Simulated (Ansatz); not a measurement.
**C2H4FNSi: how energies converge with the basis set**

An exercise on one series of results from a longer session: the logs are not shown, and one member is left open.

Method: one geometry, several basis sets; program: Ansatz 0.2.0, Gaussian basis.

The runs, in order: PBE0-D4/def2-SVP; ωB97M-V/def2-SVP; PBE0-D4/def2-QZVPP; ωB97M-V/def2-QZVPP; the functionals' def2-TZVPP values are taken from earlier runs.

### The geometry

An earlier PBE0-D4 in a triple-zeta def2 set relaxation fixed the geometry.

SMILES `C[SiH](F)C#N`, 9 atoms, charge 0, spin multiplicity 1.

Atoms are counted from 1 here; the program's logs count them from 0.

Bond lengths: C1–Si2 1.841 Å, C1–H6 1.092 Å, C1–H7 1.093 Å, C1–H8 1.092 Å, Si2–F3 1.592 Å, Si2–C4 1.853 Å, Si2–H9 1.476 Å, C4–N5 1.152 Å. Angles: Si2–C1–H6 110.5°, Si2–C1–H7 110.1°, Si2–C1–H8 110.8°, H6–C1–H7 108.4°, H6–C1–H8 108.7°, H7–C1–H8 108.3°, C1–Si2–F3 111.0°, C1–Si2–C4 109.2°, C1–Si2–H9 114.4°, F3–Si2–C4 106.4°, F3–Si2–H9 108.5°, C4–Si2–H9 107.1°, Si2–C4–N5 177.7°.

The first run:

The input, in.yaml:

```yaml
crystal:
  periodic: [false, false, false]
  atoms:
    - {symbol: C, position_ang: [-0.717540, -1.017017, -0.140815]}
    - {symbol: Si, position_ang: [0.644139, 0.121346, 0.350062]}
    - {symbol: F, position_ang: [2.026292, -0.331955, -0.296720]}
    - {symbol: C, position_ang: [0.289013, 1.816183, -0.310872]}
    - {symbol: N, position_ang: [0.023630, 2.863876, -0.708625]}
    - {symbol: H, position_ang: [-0.524934, -2.026681, 0.229036]}
    - {symbol: H, position_ang: [-1.665329, -0.671357, 0.279819]}
    - {symbol: H, position_ang: [-0.817927, -1.055788, -1.227430]}
    - {symbol: H, position_ang: [0.831157, 0.255193, 1.808446]}
basis:
  gaussian: {orbitals: def2-SVP}
hamiltonian: {xc: pbe0, dispersion: d4}
output: {orbitals: {seedname: orbitals}}
```

Among the steps run: PBE0-D4 in def2-SVP; ωB97M-V in def2-SVP; PBE0-D4 in def2-QZVPP; ωB97M-V in def2-QZVPP.

One table of the session follows, with a row left open; its other results are not shown here.

It belongs to the step «Density functionals: the series». 

| functional | basis | HOMO (eV) |
| --- | --- | --- |
| PBE0-D4 | def2-SVP | -9.64 |
| PBE0-D4 | def2-TZVPP | -9.71 |
| PBE0-D4 | def2-QZVPP | -9.72 |
| ωB97M-V | def2-SVP | -11.86 |
| ωB97M-V | def2-TZVPP | -11.97 |
| ωB97M-V | def2-QZVPP | ? |

Estimate the missing values for ωB97M-V, def2-QZVPP.

As computed: HOMO (eV): -11.98. In the column «HOMO (eV)» it is the lowest.
